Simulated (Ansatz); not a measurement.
A first try at a comparison of dispersion corrections of C2H8BGeNO, SMILES CC#[N+][BH2-][O][GeH3], using the Ansatz DFT code, driven from Python.

Script `run_disp.py`:
```python
# -*- coding: utf-8 -*-
"""Dispersion corrections for C2H8BGeNO."""

import ansatz
from ase import Atoms

atoms = Atoms(["C", "C", "N", "B", "O", "Ge", "H", "H", "H", "H", "H", "H", "H", "H"], positions=[
    [3.4285, -0.0055, 0.1775],
    [1.9714, 0.1132, 0.2266],
    [0.8187, 0.207, 0.2653],
    [-0.6611, 0.3275, 0.3151],
    [-1.2529, -0.5818, -0.6896],
    [-3.0378, -0.3979, -0.5882],
    [3.8468, 0.8242, -0.4286],
    [3.8385, 0.0453, 1.2071],
    [3.705, -0.9761, -0.2833],
    [-0.955, 1.4614, 0.0809],
    [-1.0263, 0.0349, 1.4141],
    [-3.5307, -0.785, 0.8303],
    [-3.7068, -1.3345, -1.6263],
    [-3.4381, 1.0674, -0.9008],
])
mol = ansatz.Crystal.molecule_from_ase(atoms)

setup = (
    mol.calculation()
    .basis(gaussian="def2-SVP")
    .occupations("fermi_dirac", width=0.1)
)
for name in ["pbe", "blyp"]:
    for correction in ("d3bj", "d4"):
        report = setup.functional(name, dispersion=correction).run(threads=1, backend="cpu").report
        print(f"{name:8s} {correction:5s} total {report['free_energy_ev']:.5f} eV, of which dispersion {1000 * report['dispersion']['energy']['ev']:.2f} meV")
```

Output of `python run_disp.py`:
```text
Traceback (most recent call last):
  File "run_disp.py", line 32, in <module>
    report = setup.functional(name, dispersion=correction).run(threads=1, backend="cpu").report
             ~~~~~~~~~~~~~~~~~~~~~~~~~~~~~~~~~~~~~~~~~~~~~~~~~^^^^^^^^^^^^^^^^^^^^^^^^^^
  ...
ansatz.RefusalError: invalid value for `basis.gaussian`: such a run doesn't read scf.occupations; remove what it names
```
(Library frames cut from the traceback.)

Why does it end like this?

The fault: in this program a Gaussian-basis run takes no smearing. The correction:

```diff
--- before
+++ after
@@ -24,7 +24,3 @@
 
-setup = (
-    mol.calculation()
-    .basis(gaussian="def2-SVP")
-    .occupations("fermi_dirac", width=0.1)
-)
+setup = mol.calculation().basis(gaussian="def2-SVP")
 for name in ["pbe", "blyp"]:
```

After the fix:

```console
$ python run_disp.py
pbe      d3bj  total -62907.78535 eV, of which dispersion -265.49 meV
pbe      d4    total -62907.78336 eV, of which dispersion -263.50 meV
blyp     d3bj  total -62923.79226 eV, of which dispersion -565.02 meV
blyp     d4    total -62923.80618 eV, of which dispersion -578.94 meV
```

Reading the output:
- Total energies depend on the basis set; only differences at equal settings carry meaning.
- The geometry is a force-field or estimated start, not a minimum of this method, and the basis set is short of its limit. D4 holds the three-body term, and d3bj doesn't.
- The whole script took 21 s on 1 thread of Intel(R) Xeon(R) Platinum 8375C CPU @ 2.90GHz (Ice Lake) (shared host), peak memory 0.27 GiB.

(A comment or docstring line of the script was reworded after the run, the code is as it ran; lines on the test bed's own set-up are left out of the output.)
